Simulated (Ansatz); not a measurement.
# F2HSSi radical: up Jacob's ladder to CCSD(T)

An exercise on one series of results from a longer session: the logs are not shown, and one member is left open.

Method: functionals in def2-TZVPP, the program's frozen cores in correlated methods; program: Ansatz 0.2.0, Gaussian basis.

Plan: LDA (SPW92), PBE-D4, revPBE-D4, BLYP-D4, r2SCAN-D4, B97M-V, PBE0-D4, B3LYP-D4, r2SCANh-D4, r2SCAN0-D4, HSE06-D4, BHLYP-D4, CAM-B3LYP-D4, LC-ωPBE, ωB97X-V, ωB97M-V, B2PLYP, PBE-QIDH; CCSD(T)/def2-SVP; CCSD(T)/def2-TZVPP; MP2/def2-QZVPP; extrapolation to the limit; RPA on PBE.

## Structure used throughout

All runs share one geometry, relaxed beforehand with PBE0-D4 in a triple-zeta def2 set.

5 atoms, charge 0, spin multiplicity 2.

Atoms are counted from 1 here; the program's logs count them from 0.

Bond lengths: F1–Si2 1.583 Å, Si2–F3 1.583 Å, Si2–S4 2.103 Å, Si2–H5 1.474 Å. Angles: F1–Si2–F3 105.4°, F1–Si2–S4 111.9°, F1–Si2–H5 110.0°, F3–Si2–S4 111.9°, F3–Si2–H5 110.0°, S4–Si2–H5 107.6°.

Coordinates:

```xyz
5

F    -0.2947   -0.4402    1.5154
Si    0.0874    0.0100    0.0468
F     0.0806    1.5925    0.0756
S    -1.2562   -0.7528   -1.3803
H     1.4328   -0.4833   -0.2989
```

The first run:

Contents of in.yaml:

```yaml
crystal:
  periodic: [false, false, false]
  atoms:
    - {symbol: F, position_ang: [-0.294716, -0.440157, 1.515372]}
    - {symbol: Si, position_ang: [0.087429, 0.009969, 0.046794]}
    - {symbol: F, position_ang: [0.080601, 1.592526, 0.075626]}
    - {symbol: S, position_ang: [-1.256213, -0.752769, -1.380326]}
    - {symbol: H, position_ang: [1.432797, -0.483270, -0.298866]}
basis:
  gaussian: {orbitals: def2-TZVPP}
magnetization: {spin_polarized: true, initial_magnetization: 1}
hamiltonian: {xc: lda}
output: {orbitals: {seedname: orbitals}}
```

Among the steps run: LDA; PBE-D4 (GGA); revPBE-D4 (GGA); BLYP-D4 (GGA); r2SCAN-D4 (meta-GGA); B97M-V (meta-GGA); PBE0-D4 (hybrid); B3LYP-D4 (hybrid); r2SCANh-D4 (hybrid); r2SCAN0-D4 (hybrid); HSE06-D4 (hybrid); BHLYP-D4 (hybrid); CAM-B3LYP-D4 (range-separated); LC-ωPBE-D4 (range-separated; the results give it without D4); ωB97X-V (range-separated); ωB97M-V (range-separated); B2PLYP (double hybrid); PBE-QIDH (double hybrid).

One table of the session follows, with a row left open; its other results are not shown here.

It belongs to the step «Orbital energies across the functionals». 

| functional | HOMO (eV) | LUMO (eV) | gap (eV) |
| --- | --- | --- | --- |
| LDA (SPW92) | -7.00 | -6.94 | 0.06 |
| PBE-D4 | -6.90 | -6.45 | 0.44 |
| revPBE-D4 | -6.85 | -6.32 | 0.52 |
| BLYP-D4 | -6.74 | -6.41 | 0.33 |
| r2SCAN-D4 | ? | ? | ? |
| B97M-V | -7.27 | -6.28 | 0.99 |
| PBE0-D4 | -8.21 | -5.29 | 2.91 |
| B3LYP-D4 | -7.94 | -5.68 | 2.27 |
| r2SCANh-D4 | -7.69 | -5.65 | 2.04 |
| r2SCAN0-D4 | -8.41 | -5.02 | 3.39 |
| HSE06-D4 | -7.80 | -5.69 | 2.11 |
| BHLYP-D4 | -9.34 | -4.14 | 5.20 |
| CAM-B3LYP-D4 | -9.57 | -4.15 | 5.42 |
| LC-ωPBE | -11.02 | -2.66 | 8.37 |
| ωB97X-V | -10.62 | -3.15 | 7.47 |
| ωB97M-V | -10.41 | -3.25 | 7.15 |

**Question.** Estimate the row for r2SCAN-D4.

Worked estimate for «HOMO (eV)». Against the share of exact exchange, r2SCANh-D4 (0.1, -7.69), r2SCAN0-D4 (0.25, -8.41) give a slope of -4.80 per unit share; at 0 the line stands at -7.21.

The run gave: HOMO (eV): -7.21; LUMO (eV): -6.07; gap (eV): 1.14. In «HOMO (eV)» the line misses by 0.00.
